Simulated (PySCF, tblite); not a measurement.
# Si₂₄H₃₄S: electronic excitations, NMR shifts

Wanted: electronic excitations, NMR shifts for Si₂₄H₃₄S.

Programs: tblite 0.8.0 and PySCF 2.14.0, with routines of our own; each step states its level. All values are computed. Atoms count from 0.

### 1 The starting structure

59 atoms, charge 0, multiplicity 1; geometry from: force field, distance geometry or constructed start.

### 2 Optimising the geometry with GFN2-xTB

Job settings and geometry (Å):

```
{"job": {"kind": "relax", "xc": "GFN2-xTB", "basis": "xTB"}, "charge": 0, "multiplicity": 1}
Si     1.829300    -2.261500    -1.390800
Si     1.934000    -2.229900    -3.629700
Si     1.820300    -4.281900    -4.509100
Si    -1.825100    -2.255300    -1.395400
Si    -1.938200    -2.233700    -3.619400
Si    -1.818400    -4.280100    -4.512700
Si     0.000100    -5.426900    -1.516400
Si     0.003400    -5.351500    -3.753200
Si     0.002700    -1.087600     1.580800
Si    -0.002800    -1.177900    -0.657500
Si     1.811100    -4.393500    -0.703500
Si    -1.815700    -4.394300    -0.701400
Si    -0.003400     0.939900    -1.402900
Si     0.002200     5.124000     5.423900
Si    -0.002200     5.303100     1.513800
Si     1.885700     4.350900     4.516200
Si     1.823900     4.244600     2.275300
Si     1.818000     2.114800     1.559100
Si     1.837900     1.992600    -0.674200
Si    -1.884800     4.351200     4.512700
Si    -1.825800     4.246500     2.275900
Si    -1.820000     2.119700     1.559900
Si    -1.835000     1.995400    -0.670100
Si    -0.004200     1.030500     2.301300
S      0.000500    -1.418600    -4.140100
H      2.973300    -1.611900    -0.853900
H      3.042700    -1.477400    -4.112900
H      1.792600    -4.209200    -5.933500
H      2.994000    -5.027700    -4.218500
H     -2.978300    -1.610600    -0.853000
H     -3.038400    -1.479100    -4.113300
H     -2.995300    -5.026800    -4.216300
H     -1.794200    -4.209700    -5.936600
H      0.002100    -6.792100    -1.084200
H      0.001200    -6.686900    -4.264500
H      1.126000    -1.786800     2.101100
H     -1.126300    -1.788900     2.099900
H      3.003900    -5.059100    -1.116900
H      1.841100    -4.467600     0.722600
H     -3.007800    -5.058200    -1.113100
H     -1.840100    -4.466000     0.726500
H      0.005900     0.925200    -2.831400
H      0.004900     6.552400     5.378200
H      0.002600     4.840300     6.823800
H     -0.003700     6.667000     1.921200
H     -0.001900     5.348300     0.085000
H      2.993700     5.155900     4.921600
H      2.194000     3.066200     5.048100
H      2.983100     4.895500     1.752900
H      2.984100     1.465600     2.070800
H      1.932400     3.285300    -1.248600
H      3.018900     1.319800    -1.129200
H     -2.991700     5.155400     4.922300
H     -2.197700     3.062000     5.042800
H     -2.980800     4.894200     1.754200
H     -2.982700     1.467900     2.069400
H     -3.005700     1.312800    -1.130800
H     -1.930600     3.300200    -1.252400
H      0.000100     1.042800     3.734000
```

Command:

```bash
$ OMP_NUM_THREADS=4 python large_run.py task.json out
```

This one command runs all jobs of the session in turn.

Log:

```text
step      E/eV     max force
  0   -1677.93670    1.460
  1   -1678.43435    1.301
  2   -1680.26277    0.555
  3   -1680.43614    0.536
  4   -1680.51606    0.474
  5   -1680.60045    0.372
  6   -1680.70337    0.480
  7   -1680.81530    0.566
  8   -1680.92077    0.531
  9   -1680.98883    0.365
 10   -1681.02852    0.243
 11   -1681.05153    0.220
 12   -1681.06994    0.219
 13   -1681.08595    0.212
 14   -1681.10028    0.208
 15   -1681.11521    0.212
 16   -1681.12959    0.178
 17   -1681.14109    0.211
 18   -1681.14998    0.197
 19   -1681.15740    0.138
 20   -1681.16365    0.138
 21   -1681.16890    0.110
 22   -1681.17363    0.105
 23   -1681.17909    0.124
 24   -1681.18608    0.163
 25   -1681.19462    0.178
 26   -1681.20464    0.217
 27   -1681.21628    0.237
 28   -1681.22805    0.218
 29   -1681.23722    0.150
 30   -1681.24318    0.133
 31   -1681.24755    0.126
 32   -1681.25213    0.122
 33   -1681.25788    0.147
 34   -1681.26440    0.148
 35   -1681.27154    0.139
 36   -1681.27917    0.164
 37   -1681.28705    0.173
 38   -1681.29357    0.151
 39   -1681.29798    0.107
 40   -1681.30111    0.083
 41   -1681.30423    0.104
 42   -1681.30780    0.120
 43   -1681.31126    0.125
 44   -1681.31417    0.119
 45   -1681.31653    0.083
 46   -1681.31859    0.068
 47   -1681.32035    0.064
 48   -1681.32170    0.076
 49   -1681.32289    0.070
 50   -1681.32412    0.076
 51   -1681.32554    0.073
 52   -1681.32699    0.093
 53   -1681.32825    0.078
 54   -1681.32918    0.044
 55   -1681.32982    0.038
 56   -1681.33033    0.038
 57   -1681.33085    0.054
 58   -1681.33150    0.053
 59   -1681.33228    0.058
 60   -1681.33306    0.052
 61   -1681.33365    0.033
 62   -1681.33411    0.034
 63   -1681.33456    0.037
 64   -1681.33507    0.040
 65   -1681.33558    0.043
 66   -1681.33603    0.045
 67   -1681.33644    0.041
 68   -1681.33685    0.035
 69   -1681.33728    0.036
 70   -1681.33767    0.032
 71   -1681.33802    0.030
 72   -1681.33837    0.036
 73   -1681.33875    0.038
 74   -1681.33911    0.033
 75   -1681.33940    0.040
 76   -1681.33963    0.038
 77   -1681.33985    0.028
 78   -1681.34010    0.028
 79   -1681.34040    0.031
 80   -1681.34079    0.038
 81   -1681.34122    0.038
 82   -1681.34161    0.033
 83   -1681.34188    0.026
 84   -1681.34206    0.027
 85   -1681.34221    0.025
 86   -1681.34239    0.026
 87   -1681.34263    0.039
 88   -1681.34292    0.040
 89   -1681.34322    0.034
 90   -1681.34344    0.027
 91   -1681.34360    0.021
 92   -1681.34372    0.022
 93   -1681.34384    0.021
 94   -1681.34397    0.020
 95   -1681.34410    0.020
```

Run time: 29 s. Hardware: 4 threads of Arm Neoverse N1, shared host; peak memory 0.17 GiB.

Step by step:

| step | energy from step 0 (eV) | largest force (eV/Å) |
| --- | --- | --- |
| 0 | 0.0000 | 1.4596 |
| 1 | -0.4977 | 1.3007 |
| 2 | -2.3261 | 0.5551 |
| 3 | -2.4994 | 0.5368 |
| 4 | -2.5794 | 0.4743 |
| 5 | -2.6637 | 0.3729 |
| 6 | -2.7667 | 0.4798 |
| 7 | -2.8786 | 0.5656 |
| 8 | -2.9841 | 0.5306 |
| 15 | -3.1785 | 0.2113 |
| 23 | -3.2424 | 0.1247 |
| 30 | -3.3065 | 0.1327 |
| 38 | -3.3569 | 0.1516 |
| 45 | -3.3798 | 0.0824 |
| 53 | -3.3916 | 0.0785 |
| 60 | -3.3964 | 0.0526 |
| 68 | -3.4001 | 0.0345 |
| 75 | -3.4027 | 0.0405 |
| 83 | -3.4052 | 0.0249 |
| 91 | -3.4069 | 0.0210 |
| 92 | -3.4070 | 0.0220 |
| 93 | -3.4071 | 0.0216 |
| 94 | -3.4073 | 0.0200 |
| 95 | -3.4074 | 0.0192 |

Distances of close pairs at the start and the end, largest changes first:

| bond | before (Å) | after (Å) | change (Å) |
| --- | --- | --- | --- |
| Si6–Si7 | 2.238 | 2.380 | +0.142 |
| Si9–Si12 | 2.245 | 2.385 | +0.140 |
| Si3–Si9 | 2.242 | 2.375 | +0.133 |
| Si0–Si9 | 2.251 | 2.376 | +0.124 |
| Si3–Si4 | 2.227 | 2.349 | +0.122 |
| Si21–Si23 | 2.243 | 2.363 | +0.120 |
| Si8–Si9 | 2.240 | 2.359 | +0.119 |
| Si17–Si23 | 2.247 | 2.363 | +0.116 |

The final coordinates are the input of the step that follows.

### 3 Electronic excitations: TDA B3LYP/6-31G*

Job settings and geometry (Å):

```
{"job": {"kind": "uv", "basis": "6-31G*", "grid": 1, "kgrid": 0, "vcut": 1.5, "nstates": 6, "ntriplets": 2, "tda": true, "delta": ["ip_vertical"], "pop": true, "xc": "B3LYP"}, "charge": 0, "multiplicity": 1}
Si     1.817458    -2.422414    -1.549026
Si     1.816735    -2.524746    -3.895608
Si     1.875114    -4.674328    -4.796900
Si    -1.816730    -2.421649    -1.549328
Si    -1.816553    -2.524141    -3.895614
Si    -1.875815    -4.673783    -4.796605
Si    -0.000137    -5.793625    -1.598073
Si    -0.000328    -5.823985    -3.978206
Si     0.000181    -1.040794     1.658661
Si     0.000194    -1.150495    -0.698056
Si     1.865269    -4.635907    -0.772880
Si    -1.865240    -4.635594    -0.772619
Si     0.001600     1.104408    -1.474624
Si     0.000377     5.409957     5.811938
Si     0.001077     5.589592     1.683607
Si     1.946841     4.594663     4.840070
Si     1.917145     4.527868     2.501187
Si     1.905970     2.342410     1.642663
Si     1.925825     2.188599    -0.691645
Si    -1.946439     4.594204     4.840061
Si    -1.916073     4.528847     2.501250
Si    -1.904720     2.341762     1.642054
Si    -1.923595     2.189427    -0.693315
Si     0.000783     1.171268     2.405384
S     -0.000063    -1.540643    -4.599349
H      3.066746    -1.740669    -1.150821
H      2.761813    -1.581583    -4.494830
H      1.971041    -4.720150    -6.261616
H      3.141085    -5.268323    -4.338451
H     -3.066535    -1.739677    -1.150441
H     -2.761531    -1.581068    -4.494660
H     -3.141725    -5.267634    -4.338038
H     -1.971790    -4.719722    -6.261462
H     -0.000338    -7.191965    -1.128938
H     -0.000498    -7.217962    -4.461425
H      1.154467    -1.805356     2.150147
H     -1.153901    -1.805368     2.150018
H      3.123806    -5.318650    -1.105836
H      1.871391    -4.623235     0.694751
H     -3.124190    -5.317881    -1.105500
H     -1.871246    -4.622610     0.694997
H      0.001271     1.052247    -2.941285
H     -0.000318     6.877623     5.680325
H     -0.000070     5.210412     7.268667
H      0.000407     7.025976     1.989332
H      0.000562     5.559508     0.214155
H      3.139782     5.282137     5.352650
H      2.140492     3.207332     5.294849
H      3.114940     5.232407     1.996684
H      3.092562     1.631595     2.159657
H      2.041801     3.552475    -1.229054
H      3.131069     1.520967    -1.197518
H     -3.139875     5.281349     5.352258
H     -2.139790     3.206571     5.294259
H     -3.114390     5.232738     1.996196
H     -3.092324     1.631475     2.158287
H     -3.129414     1.522258    -1.198950
H     -2.039185     3.553313    -1.229797
H     -0.000120     1.239428     3.884103
```

Level: TDA B3LYP/6-31G*, vertical, gas phase, core orbitals frozen in the response, virtual orbitals cut by energy.

Log:

```text
start: PBE on a coarse grid of 58457 points
cycle   1  E = -7362.9728487639  dE =  1.317e+00  |g| = 3.954e-01  |ddm| = 7.536e+00
cycle   2  E = -7362.8875820292  dE =  8.527e-02  |g| = 6.171e-01  |ddm| = 2.314e+00
cycle   3  E = -7363.0221127289  dE = -1.345e-01  |g| = 1.570e-01  |ddm| = 1.971e+00
cycle   4  E = -7363.0311057578  dE = -8.993e-03  |g| = 5.849e-02  |ddm| = 5.045e-01
cycle   5  E = -7363.0325011346  dE = -1.395e-03  |g| = 1.891e-02  |ddm| = 1.769e-01
cycle   6  E = -7363.0326446354  dE = -1.435e-04  |g| = 6.657e-03  |ddm| = 5.339e-02
final grid: 224515 points
cycle   7  E = -7366.6902399013  dE = -1.799e-02  |g| = 7.689e-02  |ddm| = 7.326e-01
cycle   8  E = -7366.6878991572  dE =  2.341e-03  |g| = 1.090e-01  |ddm| = 4.163e-01
cycle   9  E = -7366.6924330011  dE = -4.534e-03  |g| = 1.128e-02  |ddm| = 2.503e-01
cycle  10  E = -7366.6924625880  dE = -2.959e-05  |g| = 5.855e-03  |ddm| = 3.510e-02
cycle  11  E = -7366.6924789573  dE = -1.637e-05  |g| = 1.264e-03  |ddm| = 1.391e-02
cycle  12  E = -7366.6924805295  dE = -1.572e-06  |g| = 4.162e-04  |ddm| = 3.401e-03
cycle  13  E = -7366.6924806968  dE = -1.673e-07  |g| = 1.152e-04  |ddm| = 1.081e-03
cycle  14  E = -7366.6924788254  dE =  1.871e-06  |g| = 2.526e-05  |ddm| = 2.910e-04
converged SCF energy = -7366.6924788254
Vertical ionisation energy (delta-SCF) = 7.4971 eV   <S^2> = 0.753

Static polarisability (au): isotropic 679.977, principal 547.704 570.488 921.739

Singlet excitations
state   eV       nm        f      main configurations
  1   3.7069    334.5   0.00534   H->L 0.94
  2   4.0370    307.1   0.00042   H->L+1 0.96
  3   4.1631    297.8   0.02114   H->L+2 0.92
  4   4.4666    277.6   0.00001   H->L+4 0.86, H->L+5 0.12
  5   4.5162    274.5   0.00219   H->L+3 0.77, H->L+6 0.11
  6   4.5990    269.6   0.01219   H-1->L 0.92

Triplet excitations (Tamm-Dancoff, eV): 3.5055 3.9366
```

Wall time 6.7 min (4 threads of Arm Neoverse N1, shared host); peak memory 3.5 GiB.

The orbitals next to the gap, with their largest atomic shares:

| orbital | eV | atoms |
| --- | --- | --- |
| HOMO−4 | -7.32 | Si6 18 %, Si10 13 %, Si11 13 % |
| HOMO−3 | -7.25 | S24 14 %, Si8 12 %, Si23 10 % |
| HOMO−2 | -7.10 | Si9 13 %, Si12 12 %, Si3 10 % |
| HOMO−1 | -6.97 | Si12 14 %, S24 13 %, Si9 10 % |
| HOMO | -6.21 | S24 57 %, Si3 6 %, Si0 6 % |
| LUMO | -1.75 | Si9 12 %, Si1 11 %, Si4 11 % |
| LUMO+1 | -1.53 | Si9 18 %, Si8 9 %, Si0 8 % |
| LUMO+2 | -1.43 | Si9 12 %, Si12 10 %, Si8 9 % |
| LUMO+3 | -1.25 | Si16 8 %, Si20 8 %, Si17 8 % |

With each of the 6 states as a Gaussian band of 0.4 eV half-width at 1/e, the curve within the window shown has maxima at 291 nm (ε 1,200) L/(mol cm). Beyond the last state computed it falls off for lack of states. The curve at chosen wavelengths:

| nm | ε (L/mol/cm) |
| --- | --- |
| 253 | 346 |
| 259 | 530 |
| 265 | 717 |
| 270 | 857 |
| 276 | 994 |
| 282 | 1092 |
| 288 | 1144 |
| 294 | 1146 |
| 299 | 1109 |
| 305 | 1027 |
| 311 | 915 |
| 317 | 791 |
| 323 | 667 |
| 328 | 571 |
| 334 | 469 |
| 340 | 381 |
| 346 | 306 |
| 352 | 243 |
| 357 | 199 |
| 363 | 154 |
| 369 | 118 |
| 375 | 88 |
| 381 | 65 |
| 386 | 50 |
| 392 | 36 |
| 398 | 25 |

Leading natural transition orbitals of singlet state 3: the hole lies on S24 53 %; the particle on Si9 13 %; Si12 9 %.

Leading natural transition orbitals of singlet state 1: the hole lies on S24 55 %; the particle on Si1, Si4 about 11 % each; Si0, Si3, Si9 about 8 % each; S24 8 %.

Ground-state properties from the same run:

| property | computed |
| --- | --- |
| dipole moment (D) | 1.33 |
| polarisability (Å³) | 100.76 |
| HOMO–LUMO gap (eV) | 4.46 |
| −ε(HOMO) (eV) | 6.21 |

The fields below are evaluated on a grid from the run's orbitals.

Frontier orbitals at B3LYP/6-31G*, with the share of their density that lies nearest to each atom:

| orbital | energy (eV) | lies on |
| --- | --- | --- |
| HOMO | -6.21 | S24 53 % |
| LUMO | -1.75 | 5 Si atoms about 8 % each |

ELF in a plane through or near 12 of the atoms.

Values, 10 rows by 14 columns:
```
0.00 0.00 0.00 0.00 0.00 0.00 0.00 0.00 0.00 0.00 0.00 0.00 0.00 0.00
0.00 0.00 0.00 0.06 0.20 0.00 0.12 0.08 0.00 0.01 0.00 0.00 0.00 0.00
0.00 0.00 0.00 0.89 0.98 0.03 0.83 0.97 0.00 0.82 0.12 0.22 0.02 0.00
0.00 0.00 0.00 0.24 0.41 0.23 0.82 0.17 0.02 0.22 0.90 0.99 0.54 0.00
0.00 0.00 0.02 0.50 0.80 0.06 0.66 0.37 0.01 0.69 0.37 0.57 0.05 0.00
0.00 0.00 0.11 0.52 0.30 0.01 0.66 0.15 0.03 0.74 0.05 0.08 0.00 0.00
0.00 0.00 0.00 0.31 0.61 0.19 0.47 0.32 0.02 0.21 0.85 0.97 0.35 0.00
0.00 0.00 0.00 0.64 0.89 0.13 0.30 0.72 0.01 0.84 0.58 0.83 0.26 0.00
0.00 0.00 0.00 0.70 0.90 0.00 0.63 0.81 0.00 0.30 0.01 0.02 0.00 0.00
0.00 0.00 0.00 0.00 0.00 0.00 0.00 0.00 0.00 0.00 0.00 0.00 0.00 0.00
```
The map spans 23.0 Å across and 11.5 Å up, centred on the molecule. Atoms in the plane (x, y in Å): Si1 (4.4, -1.8), Si4 (4.4, 1.8), Si12 (0.0, 0.0), Si14 (-5.5, 0.0), Si18 (-1.3, -1.9), Si22 (-1.3, 1.9), H27 (7.6, -2.0), H32 (7.6, 2.0), H48 (-5.4, -3.1), H51 (-0.5, -3.1), H54 (-5.4, 3.1), H56 (-0.5, 3.1).

On the surface of density 0.002 e/bohr³ the electrostatic potential runs, from the 1st to the 99th percentile, from -0.80 V near S24 to 1.25 V near H58.

[end of part 1 of 2]
